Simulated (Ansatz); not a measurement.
# SiF (Pm-3m) in Ansatz: notebook

Runs on SiF. Level: PBEsol. Tasks: relaxation of cell and atoms.

All numbers are computed with Ansatz 0.2.0; they aren't measurements. Logs are shortened: lines on timing, memory, paths and dates and some standing lists are left out, and cuts for length are marked.

## 1. The structure

The structure is cubic, space group Pm-3m (No. 221). The conventional cell has a = 3.029 Å, b = 3.029 Å, c = 3.029 Å, α = 90.00°, β = 90.00°, γ = 90.00°. Si (site symmetry m-3m) is surrounded by 8 F at 2.62 Å. F (site symmetry m-3m) has 8 Si at 2.62 Å as nearest neighbours.

The cell was built by a generator and needn't be a form met in nature.

## 2. Relaxation of cell and atoms, PBEsol

Input file input.yaml:

```yaml
crystal:
  lattice:
    - [3.0286, 0.0, 0.0]
    - [0.0, 3.0286, 0.0]
    - [0.0, 0.0, 3.0286]
  atoms:
    - { symbol: Si, position: [0.5, 0.5, 0.5] }
    - { symbol: F, position: [0.0, 0.0, 0.0] }
hamiltonian:
  xc: pbesol
  pseudopotentials: { kind: paw }
kpoints:
  mp_grid: { grid: [9, 9, 9] }
scf:
  occupations: { method: fermi_dirac, width: 0.05 }
output:
  forces: true
  stress: true
  eigenvalues: true
relax:
  f_tol: 0.01
  max_steps: 40
  cell: { stress_tol: 0.05 }
```

Potentials or basis: Ansatz PAW.

Command:

```sh
> ansatz run input.yaml --threads 2 --pin off --max-ram 5632MiB --backend cpu --events-out ev --progress --plain --runs-dir out
```

The program printed:

```text
Warning: RAYON_NUM_THREADS=2 ignored (pool sized by the plan → 2); use --threads N
Engine: ansatz 0.2.0, x86_64-unknown-linux-gnu
Pseudopotentials: kind: paw
Pseudopotential: Si, paw, valence charge 4, recommended cutoff 420 eV (normal), Si.paw.azcp
Pseudopotential: F, paw, valence charge 7, recommended cutoff 420 eV (normal), F.paw.azcp
Functional definition: PBEsol
  exchange = pbesol_x
  correlation = pbesol_c
Crystal: 2 atoms, lattice volume = 27.780 Å³
Basis set: ecut = 420 eV, 515 PW (Γ), exchange–correlation on 48×48×48 points (8 copies of the dense FFT grid, shifted against one another)
Bands: 10, of which v1, the nominal top of the filled ones, is band 6 counted from 1 (5 counted from 0)
Symmetry: 48 space group operations
Space group: Pm-3m (ITA 221), of the structure as read, at distance tolerance 3.0e-5 Å
k-points: 35 of 729
Non-local potential: Si, projectors of the file, l = 0: 2, l = 1: 2, l = 2: 2
Non-local potential: F, projectors of the file, l = 0: 2, l = 1: 2, l = 2: 1
PAW form: soft (Blöchl's): semilocal exchange-correlation on the pseudo side does not see the compensation charge
PAW frozen core: Si, regenerated for the run's functional, and the local potential with it (the file was generated under x = pbe(κ = 0.804, μ = 0.2195149727645171), c = pbe(β = 0.06672455060314922))
PAW frozen core: F, regenerated for the run's functional, and the local potential with it (the file was generated under x = pbe(κ = 0.804, μ = 0.2195149727645171), c = pbe(β = 0.06672455060314922))
PAW one-centre angular grid: Si, 110 points (default); XC on 64 Gauss nodes
PAW one-centre angular grid: F, 110 points (default); XC on 64 Gauss nodes
Initial density: superposition of atomic densities (neutral atoms: chi_scale 0, normalization atom), corrected by the library's trained network
Initial wavefunctions: pseudopotential atomic-orbital guess
Functional: x = pbesol(κ = 0.804, μ = 0.12345679012345678), c = pbesol(β = 0.046)
SCF iter   1: F=—  HF=-1419.802962 eV  |F-HF|=—  |Δ(HF+E_count)|=         —  Δρ=2.06e-2  dr2=9.11e-2  ethr=1.77e-3  ⟨swp⟩=7.5  Hψ=2403  notcnv=0
preconditioner: auto → none  [insulator: Δε(μ)=0.122 eV  Ē_g=11.006 eV  σ=0.050 eV  W_gap=0.54  n_scr=6 (ndim 8)  ℏωp=21.1 eV  f_vac=0.000  D(μ)=1.72/eV (n_scr^D=18)  ε∞_Penn≈4.7]
SCF iter   2: F=—  HF=-1419.785607 eV  |F-HF|=—  |Δ(HF+E_count)|=   1.74e-2  Δρ=5.69e-3  dr2=9.99e-3  ethr=8.28e-4  ⟨swp⟩=2.0  Hψ=730  notcnv=0  defer=2
SCF iter   3: F=—  HF=-1419.783703 eV  |F-HF|=—  |Δ(HF+E_count)|=   1.90e-3  Δρ=8.47e-4  dr2=2.06e-4  ethr=9.09e-5  ⟨swp⟩=2.5  Hψ=477  notcnv=0  defer=5
SCF iter   4: F=—  HF=-1419.783658 eV  |F-HF|=—  |Δ(HF+E_count)|=   4.53e-5  Δρ=8.81e-5  dr2=1.32e-6  ethr=1.87e-6  ⟨swp⟩=2.2  Hψ=492  notcnv=0  defer=5
SCF iter   5: F=—  HF=-1419.783661 eV  |F-HF|=—  |Δ(HF+E_count)|=   3.06e-6  Δρ=1.98e-5  dr2=6.00e-8  ethr=1.20e-8  ⟨swp⟩=2.4  Hψ=539  notcnv=0  defer=5
SCF iter   6: F=-1419.783661 eV  HF=-1419.783661 eV  |F-HF|=4.49e-10  |Δ(HF+E_count)|=   1.12e-8  Δρ=1.92e-6  dr2=5.66e-10  ethr=5.45e-10  ⟨swp⟩=2.9  Hψ=1292  notcnv=0
the search or the solves at the SCF's close seem to have found levels that the self-consistency loop had missed (the run counts 1). By its estimate they hold under 1e-12 electrons; where the run keeps them, the occupations were computed again with them
SCF 1 converged in 6 iterations: F = -1419.783661 eV  dr2 = 5.66e-10
[... 84 lines left out ...]
iter 7 did not close the SCF: its close was put off for the readings that it lacked (scf_convergence_deferred on its scf_iter line)
SCF iter   7: F=-1419.798629 eV  HF=-1419.798629 eV  |F-HF|=2.27e-13  |Δ(HF+E_count)|=  4.55e-13  Δρ=4.67e-10  dr2=1.93e-17  ethr=1.00e-12  ⟨swp⟩=1.0  Hψ=350  notcnv=0
SCF iter   8: F=-1419.798629 eV  HF=-1419.798629 eV  |F-HF|=0.00e0  |Δ(HF+E_count)|=  4.55e-13  Δρ=5.17e-11  dr2=2.88e-19  ethr=1.00e-12  ⟨swp⟩=1.1  Hψ=843  notcnv=0
SCF 7 converged in 8 iterations: F = -1419.798629 eV  dr2 = 2.88e-19
relax step   7: F+E_penalty+E_count = -1419.79862900 eV  Δ(F+E_penalty+E_count) = +1.309e-4 eV  max|allowed force component| = 2.640e-31 eV/Å  Δτ_max = 0.0000 Å  P = -0.014 GPa  Ω = 26.516 Å³  stress off target by 1.39e-2 GPa  SCF on the basis re-selected at this cell (its energy is not comparable with the rows above)  (8 SCF iters)
basis re-selected at this cell: Δ(F+E_penalty+E_count) = +1.309e-4 eV, ΔP = -0.009 GPa vs the last step (what re-selecting the basis moved, of the pressure what is left beyond the Pulay correction that the steps carried, after the strain that the cell walked since its last selection, with what the two solves' SCF thresholds leave and, on support functions, any second-order correction that the steps lacked; it is no measure of the basis error at this ecutwfc). This SCF's stress stands 1.39e-2 GPa from its target on what of the cell is left free (relax.cell.stress_tol is 5.00e-2 GPa) and its largest allowed force component is 2.64e-31 eV/Å (relax.f_tol is 1.00e-2 eV/Å): within both
SCF converged after 8 iterations
Free energy (F): -1419.798629 eV
Harris-Foulkes:  -1419.798629 eV  (|F-HF|=0.00e0)
Internal energy: -1419.781833 eV  (E = F + TS)
E sigma→0 (E₀):  -1419.790231 eV
Entropy (-TS):   -0.016796 eV (-8.398 meV/atom)
Fermi energy:    7.509032 eV
--- Per-component energies (eV) ---
  E_band       = -15.368633
  E_kinetic    = 241.107897
  E_local      = -625.499619  (includes V_loc(G=0)·N_el)
  E_nonlocal   = 99.818191
  E_hartree    = 240.737611
  E_xc         = -131.933816
  E_vxc        = -146.298359  (∫ρ·V_xc dr)
  E_paw        = -690.372426  (= ΣΔE_a)
  E_vpaw       = -65.973950  (= ΣTr[D̂ρ^β])
  E_aug_tail   = 0.001985  (compensation charges beyond the density's cutoff)
  E_ewald      = -553.715659
  E_core_change = 0.074003  (= ΣΔE_core)
  E_smearing   = -0.016796  (= −TS)
  E_closure    = 0.000000  (closes the sum)
  Σ components = -1419.798629   (vs F -1419.798629, Δ=0.00e0)
--- Forces (eV/Å), atoms counted from 1 ---
  atom   1  Si     0.00000000     0.00000000     0.00000000
  atom   2  F     -0.00000000     0.00000000    -0.00000000
  max |Σ_I F_I| component: 5.24e-31 eV/Å
--- Stress (GPa, compression-positive) ---
       -0.013940       0.000000       0.000000
        0.000000      -0.013940       0.000000
        0.000000       0.000000      -0.013940
  P = ⅓ Tr σ = -0.0139 GPa (-0.139 kbar)
--- Band table (eV; the first three rows and the last of 35) ---
  k-point 0: bands = ["-16.8512", "-1.5557", "2.0056", "2.0056", "2.0056", "12.9422", "12.9422", "12.9422", "13.1756", "13.1756"]
  k-point 1: bands = ["-16.8198", "-1.6755", "2.0447", "2.0447", "2.1145", "10.9462", "12.9276", "12.9276", "13.3435", "15.2859"]
  k-point 2: bands = ["-16.7390", "-1.9926", "2.1459", "2.1459", "2.4902", "8.9737", "12.8846", "12.8846", "13.8259", "17.5617"]
  k-point 34: bands = ["-16.2197", "0.9121", "1.0590", "1.0590", "4.2878", "6.6497", "6.6497", "7.5088", "16.5442", "16.7548"]
--- Relaxed structure (5 steps of the walk, 5 accepted, 2 SCFs on fresh bases) ---
  F+E_penalty+E_count = -1419.79862900 eV   max|allowed force component| = 2.640e-31 eV/Å   (the final SCF, on the basis selected at the relaxed cell)
  cell:  # Å, volume = 26.5157 Å³
    - [2.981954950855424, 2.447535970992112e-34, -7.222237291452134e-35]
    - [6.299395859766584e-34, 2.981954950855424, 0.0]
    - [1.845682863371101e-34, 0.0, 2.981954950855424]
  atoms:
    - { symbol: Si, position: [0.5000000000000001, 0.5000000000000001, 0.5000000000000001] }
    - { symbol: F, position: [9.936160397895762e-37, 6.624106931926607e-37, -3.312053465963668e-37] }
```

Run time: 3 s. Hardware: 2 threads of Intel Xeon Platinum 8375C at 2.90GHz (Ice Lake), shared host; peak memory 0.35 GiB.

Results:

```
Free energy                            : -1419.7986 eV
Relaxed volume                         : 13.26 Å³/atom
Relaxed cell                           : a = 2.982 Å, b = 2.982 Å, c = 2.982 Å, α = 90.00°, β = 90.00°, γ = 90.00°
Space group after relaxing (to 0.05 Å) : Pm-3m (No. 221)
Energy gained by relaxing              : 7.5 meV/atom
Ionic steps                            : 7
Pressure after relaxing                : 0.0 GPa
Band gap on the k mesh                 : none (metal or under the smearing width)
```

Step by step:
```tsv
step	energy change (eV)	largest force (eV/Å)	volume (Å³)
1	0.0000	0.0000	27.78
2	-0.0176	0.0000	26.24
3	-0.0176	0.0000	26.61
4	-0.0177	0.0000	26.59
5	-0.0148	0.0000	26.59
6	-0.0151	0.0000	26.52
7	-0.0150	0.0000	26.52
```

Final structure:
```cif
data_structure
_symmetry_space_group_name_H-M 'P 1'
_symmetry_Int_Tables_number 1
_cell_length_a 2.9820
_cell_length_b 2.9820
_cell_length_c 2.9820
_cell_angle_alpha 90.000
_cell_angle_beta 90.000
_cell_angle_gamma 90.000
_cell_volume 26.52
loop_
_atom_site_label
_atom_site_type_symbol
_atom_site_fract_x
_atom_site_fract_y
_atom_site_fract_z
_atom_site_occupancy
Si1 Si 0.50000 0.50000 0.50000 1
F1 F 0.00000 0.00000 0.00000 1
```

Caveat: the plane-wave basis is chosen anew once the cell has moved, so the energies of steps on either side of that aren't comparable; the pressure holds a Pulay correction of +0.5 GPa for the finite cutoff; an odd number of electrons without spin polarisation forces a metal; a magnetic or distorted state may lie lower; the PAW data sets come from PBE, with cores solved anew for the run's functional, which leaves a small shift of forces and pressure.

## 3. Relaxation of cell and atoms, PBEsol, target pressure 2 GPa, at which the enthalpy is minimised

input.yaml: that of step 2 with these lines changed.

```diff
@@ -19,2 +19,6 @@
   eigenvalues: true
+  write_density: true
+  write_potential: true
+  elf: true
+  volumetric_format: npy
 relax:
@@ -22,2 +26,2 @@
   max_steps: 40
-  cell: { stress_tol: 0.05 }
+  cell: { stress_tol: 0.05, p_target: 2.0 }
```

Potentials or basis: Ansatz PAW.

Command:

```sh
> ansatz run input.yaml --threads 2 --pin off --max-ram 5632MiB --backend cpu --events-out ev --progress --plain --runs-dir out
```

The program printed:

```text
Warning: RAYON_NUM_THREADS=2 ignored (pool sized by the plan → 2); use --threads N
[... 7 set-up lines as earlier in the session ...]
Crystal: 2 atoms, lattice volume = 27.780 Å³
Basis set: ecut = 420 eV, 515 PW (Γ), exchange–correlation on 48×48×48 points (8 copies of the dense FFT grid, shifted against one another)
Bands: 10, of which v1, the nominal top of the filled ones, is band 6 counted from 1 (5 counted from 0)
[... 2 set-up lines as earlier in the session ...]
k-points: 35 of 729
[... 10 set-up lines as earlier in the session ...]
[... 107 lines left out ...]
--- Per-component energies (eV) ---
  E_band       = -13.263101
  E_kinetic    = 241.705237
  E_local      = -619.850611  (includes V_loc(G=0)·N_el)
  E_nonlocal   = 99.898876
  E_hartree    = 238.812715
  E_xc         = -132.173423
  E_vxc        = -146.616176  (∫ρ·V_xc dr)
  E_paw        = -690.422723  (= ΣΔE_a)
  E_vpaw       = -66.027826  (= ΣTr[D̂ρ^β])
  E_aug_tail   = 0.001969  (compensation charges beyond the density's cutoff)
  E_ewald      = -557.824474
  E_core_change = 0.074003  (= ΣΔE_core)
  E_smearing   = -0.016612  (= −TS)
  E_closure    = 0.000000  (closes the sum)
  Σ components = -1419.795042   (vs F -1419.795042, Δ=0.00e0)
--- Forces (eV/Å), atoms counted from 1 ---
  atom   1  Si    -0.00000000    -0.00000000    -0.00000000
  atom   2  F      0.00000000     0.00000000     0.00000000
  max |Σ_I F_I| component: 4.83e-32 eV/Å
--- Stress (GPa, compression-positive) ---
        1.982803      -0.000000       0.000000
       -0.000000       1.982803      -0.000000
        0.000000      -0.000000       1.982803
  P = ⅓ Tr σ = 1.9828 GPa (19.828 kbar)
--- Band table (eV; the first three rows and the last of 35) ---
  k-point 0: bands = ["-16.7174", "-1.3132", "2.1786", "2.1786", "2.1786", "13.3729", "13.3729", "13.3729", "13.4293", "13.4293"]
  k-point 1: bands = ["-16.6839", "-1.4503", "2.2187", "2.2187", "2.2999", "11.2843", "13.3564", "13.3564", "13.6003", "15.6421"]
  k-point 2: bands = ["-16.5976", "-1.8069", "2.3228", "2.3228", "2.7049", "9.3030", "13.3077", "13.3077", "14.0922", "17.9554"]
  k-point 34: bands = ["-16.0435", "1.0475", "1.1963", "1.1963", "4.6566", "6.9059", "6.9059", "7.8325", "16.9132", "17.1283"]
--- Relaxed structure (5 steps of the walk, 5 accepted, 2 SCFs on fresh bases) ---
  F+E_penalty+E_count = -1419.79504190 eV   max|allowed force component| = 2.517e-32 eV/Å   (the final SCF, on the basis selected at the relaxed cell)
  cell:  # Å, volume = 25.9341 Å³
    - [2.959990516478915, 2.4876595115001798e-34, 1.364200377274292e-34]
    - [9.549402640920044e-34, 2.959990516478915, 0.0]
    - [-1.2037062152420224e-34, 0.0, 2.959990516478915]
  atoms:
    - { symbol: Si, position: [0.5, 0.5, 0.5] }
    - { symbol: F, position: [-2.3846784954936906e-35, -1.3248213863853637e-36, -1.324821386385399e-36] }
```

v_z.tsv:

```text
# z_ang	v_es[eV]	v_tot[eV]
# format = ansatz-planar-average/11
# xc	pbesol
# density_cutoff_ev	1680
# datasets	Si=:simpson_from_first_knot:soft:shift=-540422	F=:simpson_from_first_knot:soft:shift=-301354
# lattice	2.959990516	0.000000000	0.000000000
# lattice	0.000000000	2.959990516	0.000000000
# lattice	-0.000000000	0.000000000	2.959990516
# sites	2
# site	14	1.479995258	1.479995258	1.479995258
# site	9	-0.000000000	-0.000000000	-0.000000000
0.000000	3.424677e0	-8.177050e0
0.148000	3.639213e0	-7.850632e0
0.295999	4.364250e0	-6.846502e0
0.443999	5.260443e0	-5.568315e0
0.591998	5.941592e0	-4.483979e0
0.739998	5.172201e0	-4.929074e0
[... 12 lines left out ...]
2.663991	4.364250e0	-6.846502e0
2.811991	3.639213e0	-7.850632e0
```

Run time: 3.2 s. Hardware: 2 threads of Intel Xeon Platinum 8375C at 2.90GHz (Ice Lake), shared host; peak memory 0.36 GiB.

What came out:

- Free energy: -1419.7950 eV
- Relaxed volume: 12.97 Å³/atom
- Relaxed cell: a = 2.960 Å, b = 2.960 Å, c = 2.960 Å, α = 90.00°, β = 90.00°, γ = 90.00°
- Space group after relaxing (to 0.05 Å): Pm-3m (No. 221)
- Energy change on relaxing (the enthalpy is what falls): -5.7 meV/atom
- Ionic steps: 7
- Pressure after relaxing: 2.0 GPa
- Band gap on the k mesh: none (metal or under the smearing width)

The path:
| step | energy change (eV) | largest force (eV/Å) | volume (Å³) |
| --- | --- | --- | --- |
| 1 | 0.0000 | 0.0000 | 27.78 |
| 2 | -0.0062 | 0.0000 | 25.42 |
| 3 | -0.0166 | 0.0000 | 26.08 |
| 4 | -0.0161 | 0.0000 | 26.02 |
| 5 | -0.0124 | 0.0000 | 26.02 |
| 6 | -0.0117 | 0.0000 | 25.93 |
| 7 | -0.0114 | 0.0000 | 25.93 |

Final structure:
```xyz
2
Lattice="2.9600 0.0000 0.0000 0.0000 2.9600 0.0000 0.0000 0.0000 2.9600" Properties=species:S:1:pos:R:3 pbc="T T T"
Si    1.4800    1.4800    1.4800
F     0.0000    0.0000    0.0000
```

Caveat: the plane-wave basis is chosen anew once the cell has moved, so the energies of steps on either side of that aren't comparable; the pressure holds a Pulay correction of +0.5 GPa for the finite cutoff; an odd number of electrons without spin polarisation forces a metal; a magnetic or distorted state may lie lower; the PAW data sets come from PBE, with cores solved anew for the run's functional, which leaves a small shift of forces and pressure.

[end of part 1 of 2]
